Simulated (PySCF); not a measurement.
# C₃H₇ClOSi: NMR shifts at several levels of theory, part 2 of 2

PySCF 2.14.0. Atoms count from 0. The steps go on from the part before.

### 8 Shielding tensors: PBE0/aug-cc-pVDZ

The job: settings as JSON, then the geometry in Å.

```
{"job": {"kind": "nmr", "xc": "PBE0", "basis": "aug-cc-pVDZ", "pop": true}, "charge": 0, "multiplicity": 1}
C     -2.468587     0.136934    -0.439918
C     -1.156637    -0.070679    -0.541590
C     -0.258591    -0.335447     0.625045
O      0.812974     0.586741     0.680898
Si     2.329220     0.324209     0.091384
Cl     2.329417     0.238764    -1.980552
H     -2.971614     0.144939     0.532931
H     -3.091847     0.303469    -1.322186
H     -0.669800    -0.064790    -1.524064
H      0.129520    -1.372740     0.566837
H     -0.823853    -0.254861     1.567394
H      3.159297     1.473660     0.516375
H      2.851937    -0.989193     0.561762
```

Level: GIAO PBE0/aug-cc-pVDZ NMR shielding, non-relativistic, gas phase.

Standard output:

```text
coarse grid: 11936 points
cycle   1  E = -942.9166896533  dE =  5.856e-01  |g| = 6.496e-01  |ddm| = 9.536e+00
cycle   2  E = -942.7807821509  dE =  1.359e-01  |g| = 1.058e+00  |ddm| = 2.865e+00
cycle   3  E = -943.0018113785  dE = -2.210e-01  |g| = 1.199e-01  |ddm| = 1.594e+00
cycle   4  E = -943.0049085952  dE = -3.097e-03  |g| = 3.736e-02  |ddm| = 3.078e-01
cycle   5  E = -943.0052662958  dE = -3.577e-04  |g| = 1.200e-02  |ddm| = 1.084e-01
cycle   6  E = -943.0053006085  dE = -3.431e-05  |g| = 4.377e-03  |ddm| = 2.763e-02
cycle   7  E = -943.0053054857  dE = -4.877e-06  |g| = 5.491e-04  |ddm| = 8.230e-03
final grid: 106112 points
cycle   8  E = -943.0230121300  dE = -1.847e-05  |g| = 8.230e-03  |ddm| = 1.745e-01
cycle   9  E = -943.0229991442  dE =  1.299e-05  |g| = 1.168e-02  |ddm| = 4.275e-02
cycle  10  E = -943.0230270149  dE = -2.787e-05  |g| = 1.467e-03  |ddm| = 1.973e-02
cycle  11  E = -943.0230275003  dE = -4.854e-07  |g| = 1.216e-04  |ddm| = 3.178e-03
cycle  12  E = -943.0230275035  dE = -3.196e-09  |g| = 5.335e-05  |ddm| = 4.675e-04
cycle  13  E = -943.0230275040  dE = -5.039e-10  |g| = 3.160e-05  |ddm| = 1.832e-04
converged SCF energy = -943.0230275040

GIAO shielding tensors (ppm)
atom      isotropic    diamagn.    paramagn.     s11        s22        s33       span
  0 C       78.543     229.883    -151.340    -25.276     90.527    170.377    195.653
  1 C       55.107     184.423    -129.315    -58.684     61.975    162.031    220.716
  2 C      126.216     221.897     -95.681     98.980    119.318    160.350     61.370
  3 O      268.021     379.022    -111.001    211.161    268.954    323.948    112.787
  4 Si     425.952     885.115    -459.163    401.011    405.505    471.339     70.328
  5 Cl     917.015    1147.092    -230.077    759.926    964.588   1026.531    266.605
  6 H       25.876      37.989     -12.112     22.610     25.537     29.482      6.872
  7 H       25.920      35.141      -9.221     23.129     24.975     29.658      6.530
  8 H       24.688      31.759      -7.071     21.204     22.645     30.214      9.010
  9 H       26.822      27.369      -0.548     23.598     26.437     30.430      6.831
 10 H       27.128      34.144      -7.016     23.091     26.427     31.866      8.775
 11 H       25.827      24.045       1.782     21.676     24.068     31.737     10.061
 12 H       25.639      24.877       0.763     21.568     24.241     31.110      9.543
```

Run time: 44 s. Hardware: 1 thread of Arm Neoverse N1, shared host; peak memory 0.93 GiB.

In short: δ C1 140.0, C0 116.6, C2 68.9, O3 67.9, H8 6.71, H11 5.66 ppm (means over like atoms).

### 9 NMR shieldings: PBE0/IGLO-III

The job, as its differences from that of step 8:

```diff
@@ -1,2 +1,2 @@
-{"job": {"kind": "nmr", "xc": "PBE0", "basis": "aug-cc-pVDZ", "pop": true}, "charge": 0, "multiplicity": 1}
+{"job": {"kind": "nmr", "xc": "PBE0", "basis": "IGLO-III", "pop": true}, "charge": 0, "multiplicity": 1}
 C     -2.468587     0.136934    -0.439918
```

Method: GIAO PBE0/IGLO-III NMR shielding, non-relativistic, gas phase.

Standard output:

```text
coarse grid: 11936 points
cycle   1  E = -942.9923897493  dE =  4.710e-01  |g| = 7.196e-01  |ddm| = 2.656e+00
cycle   2  E = -942.8455123310  dE =  1.469e-01  |g| = 1.138e+00  |ddm| = 1.159e+00
cycle   3  E = -943.0814436486  dE = -2.359e-01  |g| = 1.388e-01  |ddm| = 7.822e-01
cycle   4  E = -943.0846925463  dE = -3.249e-03  |g| = 5.819e-02  |ddm| = 1.427e-01
cycle   5  E = -943.0854345289  dE = -7.420e-04  |g| = 1.239e-02  |ddm| = 4.288e-02
cycle   6  E = -943.0854597049  dE = -2.518e-05  |g| = 7.289e-03  |ddm| = 1.010e-02
cycle   7  E = -943.0854724238  dE = -1.272e-05  |g| = 1.077e-03  |ddm| = 3.731e-03
cycle   8  E = -943.0854726783  dE = -2.545e-07  |g| = 1.955e-04  |ddm| = 9.232e-04
final grid: 106112 points
cycle   9  E = -943.0991851940  dE = -8.853e-05  |g| = 8.715e-03  |ddm| = 5.221e-02
cycle  10  E = -943.0991730553  dE =  1.214e-05  |g| = 1.183e-02  |ddm| = 1.027e-02
cycle  11  E = -943.0991986554  dE = -2.560e-05  |g| = 1.712e-03  |ddm| = 6.015e-03
cycle  12  E = -943.0991991826  dE = -5.272e-07  |g| = 3.531e-04  |ddm| = 1.167e-03
cycle  13  E = -943.0991992107  dE = -2.810e-08  |g| = 8.542e-05  |ddm| = 2.472e-04
cycle  14  E = -943.0991992118  dE = -1.097e-09  |g| = 4.706e-05  |ddm| = 7.232e-05
cycle  15  E = -943.0991992124  dE = -5.377e-10  |g| = 7.387e-06  |ddm| = 2.488e-05
converged SCF energy = -943.0991992124

GIAO shielding tensors (ppm)
atom      isotropic    diamagn.    paramagn.     s11        s22        s33       span
  0 C       58.239     253.328    -195.089    -55.406     73.259    156.864    212.270
  1 C       33.115     252.621    -219.507    -92.103     42.470    148.976    241.078
  2 C      110.483     248.253    -137.770     81.959    103.220    146.271     64.313
  3 O      254.722     387.237    -132.515    190.144    260.201    313.821    123.677
  4 Si     363.765     887.097    -523.332    339.611    345.451    406.232     66.621
  5 Cl     881.155    1150.598    -269.444    703.124    930.232   1010.108    306.984
  6 H       25.968      31.040      -5.072     22.830     25.474     29.599      6.769
  7 H       26.012      29.405      -3.393     23.273     25.034     29.729      6.457
  8 H       24.678      32.326      -7.648     21.319     22.507     30.208      8.889
  9 H       26.804      31.039      -4.234     23.634     26.557     30.222      6.588
 10 H       27.201      30.627      -3.425     23.132     26.627     31.844      8.711
 11 H       25.923      27.580      -1.657     21.976     24.245     31.547      9.571
 12 H       25.700      28.455      -2.754     21.863     24.366     30.873      9.010
```

It took 74 s on 1 thread of Arm Neoverse N1, shared host; peak memory 1.2 GiB.

In short: δ C1 150.7, C0 125.5, C2 73.3, O3 72.5, H8 6.70, H11 5.56 ppm (means over like atoms).

### 10 NMR shieldings: PBE0/pcSseg-0

The job, as its differences from that of step 9:

```diff
@@ -1,2 +1,2 @@
-{"job": {"kind": "nmr", "xc": "PBE0", "basis": "IGLO-III", "pop": true}, "charge": 0, "multiplicity": 1}
+{"job": {"kind": "nmr", "xc": "PBE0", "basis": "pcSseg-0", "pop": true}, "charge": 0, "multiplicity": 1}
 C     -2.468587     0.136934    -0.439918
```

Level: GIAO PBE0/pcSseg-0 NMR shielding, non-relativistic, gas phase.

Standard output:

```text
coarse grid: 11936 points
cycle   1  E = -941.5263058104  dE =  5.118e-01  |g| = 6.408e-01  |ddm| = 3.534e+00
cycle   2  E = -941.4208688380  dE =  1.054e-01  |g| = 9.993e-01  |ddm| = 1.874e+00
cycle   3  E = -941.6124589681  dE = -1.916e-01  |g| = 1.208e-01  |ddm| = 1.204e+00
cycle   4  E = -941.6159930864  dE = -3.534e-03  |g| = 2.711e-02  |ddm| = 2.026e-01
cycle   5  E = -941.6161461775  dE = -1.531e-04  |g| = 1.283e-02  |ddm| = 4.095e-02
cycle   6  E = -941.6161880675  dE = -4.189e-05  |g| = 2.310e-03  |ddm| = 1.434e-02
cycle   7  E = -941.6161895073  dE = -1.440e-06  |g| = 3.930e-04  |ddm| = 3.270e-03
final grid: 106112 points
cycle   8  E = -941.6666937692  dE = -1.603e-05  |g| = 4.705e-03  |ddm| = 1.898e-02
cycle   9  E = -941.6666914908  dE =  2.278e-06  |g| = 6.003e-03  |ddm| = 1.014e-02
cycle  10  E = -941.6666986407  dE = -7.150e-06  |g| = 9.037e-04  |ddm| = 5.866e-03
cycle  11  E = -941.6666988101  dE = -1.694e-07  |g| = 5.875e-05  |ddm| = 1.021e-03
cycle  12  E = -941.6666988106  dE = -5.075e-10  |g| = 4.406e-05  |ddm| = 1.379e-04
cycle  13  E = -941.6666988110  dE = -4.686e-10  |g| = 1.432e-05  |ddm| = 5.543e-05
converged SCF energy = -941.6666988110

GIAO shielding tensors (ppm)
atom      isotropic    diamagn.    paramagn.     s11        s22        s33       span
  0 C       59.819     255.981    -196.162    -57.780     72.006    165.230    223.009
  1 C       45.232     260.099    -214.866    -80.008     53.251    162.454    242.462
  2 C      117.404     244.083    -126.679     88.299    108.335    155.577     67.278
  3 O      288.732     402.185    -113.453    196.448    283.586    386.162    189.714
  4 Si     352.942     876.987    -524.045    298.767    340.040    420.018    121.251
  5 Cl     956.131    1147.539    -191.409    779.097    976.053   1113.242    334.145
  6 H       27.096      29.918      -2.821     23.709     26.826     30.754      7.046
  7 H       27.216      28.255      -1.039     24.266     26.662     30.720      6.454
  8 H       26.566      30.255      -3.689     23.741     24.212     31.746      8.004
  9 H       28.594      30.067      -1.473     24.966     28.068     32.748      7.782
 10 H       28.182      30.628      -2.446     23.683     27.299     33.565      9.882
 11 H       26.761      28.133      -1.373     21.846     24.738     33.699     11.853
 12 H       26.825      28.162      -1.338     21.760     25.483     33.231     11.471
```

Wall time 11 s (1 thread of Arm Neoverse N1, shared host); peak memory 0.48 GiB.

This run: δ C1 148.3, C0 133.7, C2 76.1, O3 49.1, H8 6.27, H11 6.04 ppm (means over like atoms).

### 11 Nuclear shieldings: PBE0/pcSseg-2

The job, as its differences from that of step 10:

```diff
@@ -1,2 +1,2 @@
-{"job": {"kind": "nmr", "xc": "PBE0", "basis": "pcSseg-0", "pop": true}, "charge": 0, "multiplicity": 1}
+{"job": {"kind": "nmr", "xc": "PBE0", "basis": "pcSseg-2", "pop": true}, "charge": 0, "multiplicity": 1}
 C     -2.468587     0.136934    -0.439918
```

With the program's defaults for keys left out, this is: GIAO PBE0/pcSseg-2 NMR shielding, non-relativistic, gas phase.

Standard output:

```text
coarse grid: 11936 points
cycle   1  E = -943.0165292621  dE =  5.224e-01  |g| = 7.044e-01  |ddm| = 2.600e+00
cycle   2  E = -942.8731059004  dE =  1.434e-01  |g| = 1.122e+00  |ddm| = 1.540e+00
cycle   3  E = -943.1068895018  dE = -2.338e-01  |g| = 1.325e-01  |ddm| = 1.109e+00
cycle   4  E = -943.1101514277  dE = -3.262e-03  |g| = 4.722e-02  |ddm| = 1.465e-01
cycle   5  E = -943.1106341818  dE = -4.828e-04  |g| = 1.210e-02  |ddm| = 4.834e-02
cycle   6  E = -943.1106607697  dE = -2.659e-05  |g| = 6.534e-03  |ddm| = 1.312e-02
cycle   7  E = -943.1106710580  dE = -1.029e-05  |g| = 9.682e-04  |ddm| = 4.707e-03
cycle   8  E = -943.1106712668  dE = -2.088e-07  |g| = 1.704e-04  |ddm| = 1.107e-03
final grid: 106112 points
cycle   9  E = -943.1176858555  dE = -7.889e-05  |g| = 8.858e-03  |ddm| = 4.826e-02
cycle  10  E = -943.1176742465  dE =  1.161e-05  |g| = 1.166e-02  |ddm| = 1.260e-02
cycle  11  E = -943.1176994827  dE = -2.524e-05  |g| = 1.798e-03  |ddm| = 7.812e-03
cycle  12  E = -943.1177000417  dE = -5.591e-07  |g| = 3.993e-04  |ddm| = 1.674e-03
cycle  13  E = -943.1177000776  dE = -3.585e-08  |g| = 7.372e-05  |ddm| = 3.553e-04
cycle  14  E = -943.1177000783  dE = -6.985e-10  |g| = 4.462e-05  |ddm| = 8.737e-05
cycle  15  E = -943.1177000788  dE = -4.836e-10  |g| = 9.001e-06  |ddm| = 3.207e-05
converged SCF energy = -943.1177000788

GIAO shielding tensors (ppm)
atom      isotropic    diamagn.    paramagn.     s11        s22        s33       span
  0 C       57.075     251.898    -194.823    -57.658     71.888    156.996    214.654
  1 C       32.574     255.588    -223.014    -93.459     42.119    149.063    242.521
  2 C      110.002     239.330    -129.328     81.315    102.662    146.029     64.714
  3 O      255.430     393.321    -137.891    190.385    260.242    315.662    125.277
  4 Si     355.936     876.106    -520.170    331.789    336.608    399.410     67.621
  5 Cl     883.431    1149.100    -265.669    709.298    935.959   1005.037    295.739
  6 H       25.789      30.698      -4.909     22.567     25.271     29.528      6.961
  7 H       25.841      29.266      -3.425     23.048     24.817     29.660      6.612
  8 H       24.681      32.846      -8.165     21.303     22.532     30.208      8.906
  9 H       26.788      31.220      -4.432     23.661     26.534     30.169      6.507
 10 H       27.027      30.623      -3.595     22.908     26.414     31.759      8.851
 11 H       25.874      27.322      -1.448     21.889     24.214     31.519      9.630
 12 H       25.705      28.146      -2.441     21.800     24.414     30.902      9.102
```

It took 98 s on 1 thread of Arm Neoverse N1, shared host; peak memory 1.4 GiB.

In short: δ C1 151.6, C0 127.1, C2 74.1, O3 72.7, H8 6.56, H6 5.46 ppm.

### 12 Run by run: NMR shifts

Shifts (ppm) of some atoms, chosen among heavy atoms and hydrogens apart, means over like atoms, with basis size and wall time:

```
               run     C1     C0   H11    H6    O3    Si4  Cl5  functions  time
       PBE0/6-31G*  131.8  114.6  5.50  5.25  52.4    9.9   15        106  18 s
PBE0/6-311+G(2d,p)  145.3  121.5  5.65  5.42  70.3  -12.5   71        220  49 s
     PBE0/def2-SVP  137.0  117.7  5.31  5.26  66.8  -14.7   40        127  20 s
    PBE0/def2-TZVP  146.7  122.8  5.66  5.42  76.3  -15.9   56        240  57 s
      PBE0/cc-pVDZ  138.8  118.0  5.32  5.38  69.5   -8.5   40        127  22 s
      PBE0/cc-pVTZ  145.2  122.2  5.47  5.41  73.1   -9.1   55        286  74 s
  PBE0/aug-cc-pVDZ  140.0  116.6  5.66  5.52  67.9   -9.2   51        209  44 s
     PBE0/IGLO-III  150.7  125.5  5.56  5.41  72.5  -18.4   64        298  74 s
     PBE0/pcSseg-0  148.3  133.7  6.04  5.74  49.1   -4.4   -4         76  11 s
     PBE0/pcSseg-2  151.6  127.1  5.46  5.46  72.7  -14.7   57        328  98 s
```

### 13 What came out

What follows sums up all 2 parts.

| quantity | value |
| --- | --- |
| ¹³C shifts against TMS (PBE0/6-31G*) | 131.8, 114.6, 67.5 ppm |
| ¹H shifts against TMS (PBE0/6-31G*, means over atoms taken as alike) | 6.41, 5.50, 5.25, 5.23, 4.30 ppm |
| ¹⁷O shifts against H2O (PBE0/6-31G*) | 52.4 ppm |
| ²⁹Si shifts against TMS (PBE0/6-31G*) | 9.9 ppm |
| ³⁵Cl shifts against HCl (PBE0/6-31G*) | 15 ppm |
| range of the shift of Cl5 | -4 to 71 ppm |

**Reading.** Single values in the summary come from the first run of each kind that ended normally (PBE0/6-31G*), which need not be the best level. At PBE0/6-31G*: The largest span, 275 ppm, is at Cl5, where the paramagnetic term is -234 ppm. Across the 10 runs the shift of Cl5 moves most, between -4 (PBE0/pcSseg-0) and 71 ppm (PBE0/6-311+G(2d,p)).
